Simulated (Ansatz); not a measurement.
What does this script print? It uses Ansatz's Python interface.

The script, `geh6osi.py`:
```python
'''Energy of GeH6OSi against one bond angle.'''

import ansatz
from ase import Atoms

atoms = Atoms(['O', 'Si', 'Ge', 'H', 'H', 'H', 'H', 'H', 'H'], positions=[
    (-1.7473, 0.3653, -0.8171),
    (-0.1207, 0.651, -0.5715),
    (0.6339, -0.9229, 0.9138),
    (-1.9793, 1.1269, -1.4773),
    (0.6042, 0.5088, -1.8635),
    (0.1062, 2.0161, -0.0242),
    (2.2099, -0.7027, 1.1652),
    (0.4694, -2.3264, 0.3437),
    (-0.0878, -0.7623, 2.3138),
])

# start the scan from a relaxed geometry
first = ansatz.Crystal.molecule_from_ase(atoms).calculation()
first = first.basis(gaussian='def2-SVP')
first = first.functional('b3lyp', dispersion='d4')
first = first.relax(force_tolerance=0.02, max_steps=80)
atoms.positions = first.run(threads=1).report['positions_ang']

rows = []
for angle in [85, 95, 105, 115, 125, 140, 160]:
    bent = atoms.copy()
    bent.set_angle(1, 0, 3, angle, indices=[3])
    calc = (
        ansatz.Crystal.molecule_from_ase(bent).calculation()
        .basis(gaussian='def2-SVP')  # the orbital basis, by name
        .functional('b3lyp', dispersion='d4')
    )
    rows.append((angle, calc.run(threads=1).report['free_energy_ev']))
floor = min(e for _, e in rows)
for angle, e in rows:
    print(f'angle Si1-O0-H3 = {angle:3d} deg   {1000 * (e - floor):9.1f} meV')
```

`python geh6osi.py` gives:
```text
angle Si1-O0-H3 =  85 deg       486.3 meV
angle Si1-O0-H3 =  95 deg       206.3 meV
angle Si1-O0-H3 = 105 deg        54.5 meV
angle Si1-O0-H3 = 115 deg         0.0 meV
angle Si1-O0-H3 = 125 deg        16.1 meV
angle Si1-O0-H3 = 140 deg       120.4 meV
angle Si1-O0-H3 = 160 deg       296.0 meV
```

The scan is rigid, and the energies are electronic, in a modest basis. The zero is the lowest point of the grid, which needn't be the minimum. b3lyp holds the VWN-RPA fit, as in Gaussian; the form of ORCA and Turbomole is b3lyp5. It ran for 50 s on 1 thread of Arm Neoverse V1, on a shared host, peak memory 0.28 GiB.
